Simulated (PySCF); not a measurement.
**SiHF3 (SMILES F[SiH](F)F), step by step**

Aim: a saddle-point search (XLYP-D3(0)/6-31G*), then a single-point energy, then the energy (CCSD(T)/cc-pVDZ), then a single-point energy of SiHF3. Input form: a Python script.

Program for the calculation: PySCF 2.14.0.

2 further runs of the same task are left out: 2 for a faulty analytic Hessian.

### 1 Starting point

SiHF3 has 5 atoms, charge 0, and is taken as a singlet. SMILES: `F[SiH](F)F`. The run starts from this shape.

Bond lengths: F1–Si2 1.573 Å, Si2–F3 1.573 Å, Si2–F4 1.573 Å. Angles: F1–Si2–F3 108.3°, F1–Si2–F4 108.3°, F3–Si2–F4 108.3°. A long bond or contact: Si2–H5 1.754 Å.

### 2 A saddle-point search at XLYP-D3(0)/6-31G(d) (sfX2C, density fitting with cc-pvdz-jkfit, Cartesian functions) (run 1)

input.py

```python
from pyscf import gto, dft
from pyscf.geomopt.geometric_solver import kernel as optimise

system = gto.Mole()
system.atom = '''
F   -0.447100  -0.082200   1.491300
Si   0.040700   0.001700  -0.001800
F   -0.597100   1.281400  -0.657200
F   -0.495900  -1.263300  -0.767200
H    1.242841  -1.036606  -0.744697
'''
system.spin = 0
system.verbose = 3
system.max_memory = 1860
system.cart = True
system.basis = '6-31g*'
system.build()

calc0 = dft.RKS(system, xc='xlyp')
calc0 = calc0.x2c()
calc0 = calc0.density_fit(auxbasis='cc-pvdz-jkfit')
calc0.disp = 'd3zero'
converged, mol_eq = optimise(calc0, maxsteps=60, transition=True, hessian=True)
print('converged:', converged)
print(mol_eq.tostring())

calc0.reset(mol_eq)
system = mol_eq
calc0.kernel()
energy = calc0.e_tot
print(f'total energy: {energy:.8f} hartree')
```

Launch:

```bash
$ OMP_NUM_THREADS=1 python input.py
```

The log of the run:

```text
converged SCF energy = -590.735575828737

WARN: DFTD3 does not support analytical Hessian, using finite difference

WARN: Mole.unit (angstrom) is changed to Bohr

[... 31 lines left out ...]
> Will converge when all 5 criteria are reached:
[... 36 lines left out ...]
Note: Free energy does not include contribution from imaginary mode(s)
[... 11 lines left out ...]
Step    0 : Gradient = 5.857e-02/7.757e-02 (rms/max) Energy = -590.7355758290
[... 77 lines left out ...]
converged SCF energy = -590.733299440549
[... 87 lines left out ...]
converged SCF energy = -590.703495610675
[... 87 lines left out ...]
converged SCF energy = -590.697941360599
[... 78 lines left out ...]
Converged! =D
[... 1 line left out ...]
converged: True
F          -0.49468988       -0.28505063        1.22132831
Si          0.37563742       -0.05936318       -0.12819367
F          -0.35318693        1.16681004       -0.89937111
F          -0.20375713       -1.56543232       -1.19832764
H           0.95961303       -1.37706009       -0.99169350
converged SCF energy = -590.698008529754
total energy: -590.69800853 hartree
```

It took 4.1 min on 1 thread of Intel Xeon at 2.50GHz (Skylake/Cascade Lake), shared host; peak memory 0.96 GiB.

Steps, from the record of the run:

```
step  energy from the first frame kept (eV)  largest force (eV/Å)
   0                                 0.0000                3.9891
   1                                -0.0112                4.0423
   2                                -0.0117                4.1240
   3                                 0.0040                4.1997
   4                                 0.0619                4.2896
   5                                 0.2247                4.3513
   6                                 0.4622                4.1791
   7                                 0.6978                3.7032
   8                                 0.8729                2.9164
   9                                 0.9733                2.0331
  10                                 1.0272                1.0664
  11                                 1.0290                0.3528
  12                                 1.0241                0.1658
  13                                 1.0225                0.0445
  14                                 1.0223                0.0110
  15                                 1.0223                0.0121
```

After the run. Bond lengths: F1–Si2 1.622 Å, Si2–F3 1.622 Å, Si2–F4 1.936 Å, Si2–H5 1.680 Å. Angles: F1–Si2–F3 105.1°, F1–Si2–F4 101.0°, F3–Si2–F4 101.0°, F1–Si2–H5 120.3°, F3–Si2–H5 120.3°, F4–Si2–H5 37.8°.

### 3 A single-point energy at XLYP-D3(0)/6-31G(d) (sfX2C, density fitting with cc-pvdz-jkfit, Cartesian functions) (run 4)

calc.py

```python
# F[SiH](F)F
from pyscf import gto, dft

mol = gto.M(
    atom='''
F     -0.447100    -0.082200     1.491300
Si     0.040700     0.001700    -0.001800
F     -0.597100     1.281400    -0.657200
F     -0.495900    -1.263300    -0.767200
H      1.499400     0.062400    -0.065100
''',
    max_memory=1860,
    verbose=3,
    basis='6-31g*',
    cart=True,
    charge=0,
)

mf = dft.RKS(mol)
mf.xc = 'xlyp'
mf = mf.x2c()
mf = mf.density_fit(auxbasis='cc-pvdz-jkfit')
mf.disp = 'd3zero'
mf.kernel()

etot = mf.e_tot
print(f'total energy: {etot:.8f} hartree')
```

Launch:

```bash
$ OMP_NUM_THREADS=1 python calc.py
```

The log of the run:

```text
converged SCF energy = -590.822020049455
total energy: -590.82202005 hartree
```

Wall time 8.4 s (1 thread of Intel Xeon at 2.50GHz (Skylake/Cascade Lake), shared host); peak memory 0.29 GiB.

### 4 The energy at CCSD(T)/cc-pVDZ (run 5)

input.xyz

```xyz
5

F     -0.494690    -0.285051     1.221328
Si     0.375637    -0.059363    -0.128194
F     -0.353187     1.166810    -0.899371
F     -0.203757    -1.565432    -1.198328
H      0.959613    -1.377060    -0.991693
```

job.py

```python
from pyscf import gto, scf, cc

system = gto.M(
    atom='input.xyz',
    verbose=3,
    basis='cc-pvdz',
    max_memory=1860,
)

mf = scf.RHF(system)
mf.kernel()

mycc = cc.CCSD(mf, frozen=8)
mycc.kernel()
e_t = mycc.ccsd_t()
e_tot = mycc.e_tot + e_t
print('E = %.10f Eh' % e_tot)
```

Launch:

```bash
$ OMP_NUM_THREADS=1 python job.py
```

The log of the run:

```text
converged SCF energy = -587.854268153484
E(CCSD) = -588.5462514547842  E_corr = -0.6919833013003923
CCSD(T) correction = -0.0152378783784852
E = -588.5614893332 Eh
```

Run time: 11 s. Hardware: 1 thread of Intel Xeon at 2.50GHz (Skylake/Cascade Lake), shared host; peak memory 0.22 GiB.

### 5 The energy at CCSD(T)/cc-pVDZ (run 6)

start.xyz

```xyz
5

F     -0.447100    -0.082200     1.491300
Si     0.040700     0.001700    -0.001800
F     -0.597100     1.281400    -0.657200
F     -0.495900    -1.263300    -0.767200
H      1.499400     0.062400    -0.065100
```

input.py

```python
from pyscf import gto, scf, cc

mol = gto.M(
    atom='start.xyz',
    basis='cc-pvdz',
    spin=0,
    max_memory=1860,
    verbose=3,
    symmetry=True,
    charge=0,
)

myscf = scf.RHF(mol)
myscf.kernel()

mycc = cc.CCSD(myscf, frozen=8)
mycc.kernel()
e_t = mycc.ccsd_t()
e_tot = mycc.e_tot + e_t
print(f'total energy: {e_tot:.8f} hartree')
```

Launch:

```bash
$ OMP_NUM_THREADS=1 python input.py
```

The log of the run:

```text
converged SCF energy = -588.01417246339
E(CCSD) = -588.6787527077895  E_corr = -0.6645802443991262
CCSD(T) correction = -0.0099730723326478
total energy: -588.68872578 hartree
```

Run time: 9.9 s. Hardware: 1 thread of Intel Xeon at 2.50GHz (Skylake/Cascade Lake), shared host; peak memory 0.22 GiB.

### 6 Results

```
                                                           quantity          value
                  run 1, XLYP-D3(0)/6-31G*: total energy at the end  -590.69801 Eh
                            run 1, XLYP-D3(0)/6-31G*: dipole moment         1.54 D
                              run 1, XLYP-D3(0)/6-31G*: HOMO energy       -6.54 eV
                              run 1, XLYP-D3(0)/6-31G*: LUMO energy       -2.49 eV
                            run 1, XLYP-D3(0)/6-31G*: HOMO–LUMO gap        4.05 eV
                        run 1, XLYP-D3(0)/6-31G*: dispersion energy   -4.91 kJ/mol
                             run 4, XLYP-D3(0)/6-31G*: total energy  -590.82202 Eh
                            run 4, XLYP-D3(0)/6-31G*: dipole moment         1.14 D
                              run 4, XLYP-D3(0)/6-31G*: HOMO energy       -9.16 eV
                              run 4, XLYP-D3(0)/6-31G*: LUMO energy        0.64 eV
                            run 4, XLYP-D3(0)/6-31G*: HOMO–LUMO gap        9.81 eV
                        run 4, XLYP-D3(0)/6-31G*: dispersion energy   -7.85 kJ/mol
                               run 5, CCSD(T)/cc-pVDZ: total energy  -588.56149 Eh
       run 5, CCSD(T)/cc-pVDZ: dipole moment (Hartree–Fock density)         2.42 D
        run 5, CCSD(T)/cc-pVDZ: HOMO energy (Hartree–Fock orbitals)      -10.94 eV
        run 5, CCSD(T)/cc-pVDZ: LUMO energy (Hartree–Fock orbitals)        1.40 eV
      run 5, CCSD(T)/cc-pVDZ: HOMO–LUMO gap (Hartree–Fock orbitals)       12.34 eV
run 5, CCSD(T)/cc-pVDZ: correlation energy (8 core orbitals frozen)     -707.2 mEh
                             run 5, CCSD(T)/cc-pVDZ: (T) correction     -15.24 mEh
                              run 5, CCSD(T)/cc-pVDZ: T1 diagnostic          0.016
                               run 6, CCSD(T)/cc-pVDZ: total energy  -588.68873 Eh
       run 6, CCSD(T)/cc-pVDZ: dipole moment (Hartree–Fock density)         1.66 D
        run 6, CCSD(T)/cc-pVDZ: HOMO energy (Hartree–Fock orbitals)      -15.35 eV
        run 6, CCSD(T)/cc-pVDZ: LUMO energy (Hartree–Fock orbitals)        5.09 eV
      run 6, CCSD(T)/cc-pVDZ: HOMO–LUMO gap (Hartree–Fock orbitals)       20.44 eV
run 6, CCSD(T)/cc-pVDZ: correlation energy (8 core orbitals frozen)     -674.6 mEh
```

In words: Mulliken charges (run 1, XLYP-D3(0)/6-31G*) run from -0.32 on F1 to +0.68 on Si2; they depend strongly on the basis. The triples (run 5, CCSD(T)/cc-pVDZ) make up 2.2 % of the correlation energy. Mulliken charges (run 6, CCSD(T)/cc-pVDZ) of the mean-field density run from -0.41 on F1 to +1.36 on Si2. The triples (run 6, CCSD(T)/cc-pVDZ) make up 1.5 % of the correlation energy.
